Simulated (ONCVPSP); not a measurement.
# Pseudopotential generation for Ge: ONCV, PBEsol

Aim: build the potential from the settings below, then test how well it stands in for the atom: other configurations, scattering, ghost states and the plane-wave cutoff that it needs.

Program: ONCVPSP 4.0.1.1 (patched build). Reference atom: PBEsol, scalar-relativistic, spherical and spin-unpolarised. All values are calculated.

## (1) The design

Typed settings, in words:

```json
{
 "element": "germanium (Ge, Z = 32)",
 "type": "optimised norm-conserving Vanderbilt (ONCV)",
 "frozen core": "[Ar]",
 "valence charge": "14",
 "reference configuration": "3d10 4s2 4p2",
 "partial waves": "4s: rc 1.50 bohr, ncon 5, nbas 10, qcut 5.5 1/bohr, 2 projectors, debl 1.5 Ha; 4p: rc 1.55 bohr, ncon 5, nbas 8, qcut 5.2 1/bohr, 2 projectors, debl 2.2 Ha; 3d: rc 0.90 bohr, ncon 4, nbas 8, qcut 20.7 1/bohr, 2 projectors, debl 0.6 Ha",
 "local potential": "polynomial inside 0.75 bohr (lpopt 5, dvloc0 6 Ha)",
 "core correction": "Teter function, fcfact 3.5, rcfact 1.35"
}
```

## (2) Generating the potential

Ge.dat reads:

```
# ATOM AND REFERENCE CONFIGURATION
# atsym  z   nc   nv     iexc    psfile
  Ge 32.00    5    3  -116133      upf
#
#   n    l    f
    1    0    2.00
    2    0    2.00
    2    1    6.00
    3    0    2.00
    3    1    6.00
    3    2   10.00
    4    0    2.00
    4    1    2.00
#
# PSEUDOPOTENTIAL AND OPTIMIZATION
# lmax
    2
#
#   l,   rc,      ep,       ncon, nbas, qcut
    0    1.50    0.00    5   10    5.50
    1    1.55    0.00    5    8    5.20
    2    0.90    0.00    4    8   20.70
#
# LOCAL POTENTIAL
# lloc, lpopt,  rc(5),   dvloc0
    4    5    0.75    6.00
#
# VANDERBILT-KLEINMAN-BYLANDER PROJECTORs
# l, nproj, debl
    0    2    1.50
    1    2    2.20
    2    2    0.60
#
# MODEL CORE CHARGE
# icmod, fcfact, rcfact
    3    3.50    1.35
#
# LOG DERIVATIVE ANALYSIS
# epsh1, epsh2, depsh
   -3.00    5.00    0.02
#
# OUTPUT GRID
# rlmax, drl
    6.00    0.01
#
# TEST CONFIGURATIONS
# ncnf
    4
# nvcnf
#   n    l    f
    3
    3    2   10.00
    4    0    2.00
    4    1    1.00
#
    3
    3    2   10.00
    4    0    2.00
    4    1    0.00
#
    3
    3    2   10.00
    4    0    1.00
    4    1    0.00
#
    3
    3    2   10.00
    4    0    2.00
    4    1    1.50
#
```

Started as:

```console
$ oncvpsp.x < Ge.dat > Ge.out
```

What does the calculation give? Wanted: cutoffs for 1 and 0.1 mHa per electron, occupied waves; bound ghosts; GHOST(+) flags; largest test error; largest phase difference near zero energy, channels read; rms error of d²Exc/dn², without and with the model core; projector energies reset by the program.

As calculated:

| quantity | value |
| --- | --- |
| cutoffs for 1 and 0.1 mHa per electron, occupied waves | 146 Ha and 166 Ha |
| bound ghosts | s at -123.42 eV, p at -89.98 eV |
| GHOST(+) flags | s at 668 eV |
| largest test error (AE − PS) | -17 meV, for 3d10 4s1 4p0 |
| largest phase difference near zero energy, channels read | 0.000 rad |
| rms error of d²Exc/dn², without and with the model core | 6.97 and 2.77 mHa |
| projector energies reset by the program | d: -1.077, 0.250 Ha |

**Reading.** A bound ghost (s, p) makes it unfit for use: electrons can fall into a state that the atom doesn't have. By total energies transferability is good: the largest error is 17 meV on 57.7 eV, for 3d10 4s1 4p0. Atomic tests can pass in spite of a ghost, since they solve only for the levels asked. The potential is very hard: the looser tolerance needs 146 Ha. At the looser tolerance the 3d wave is the slowest; 4p needs 60 Ha. Near zero energy the phases of the channels with partial waves agree within 0.001 rad. The program also flags highly localised states, GHOST(+) (s). These are tests on the free atom; a crystal test is still owed.
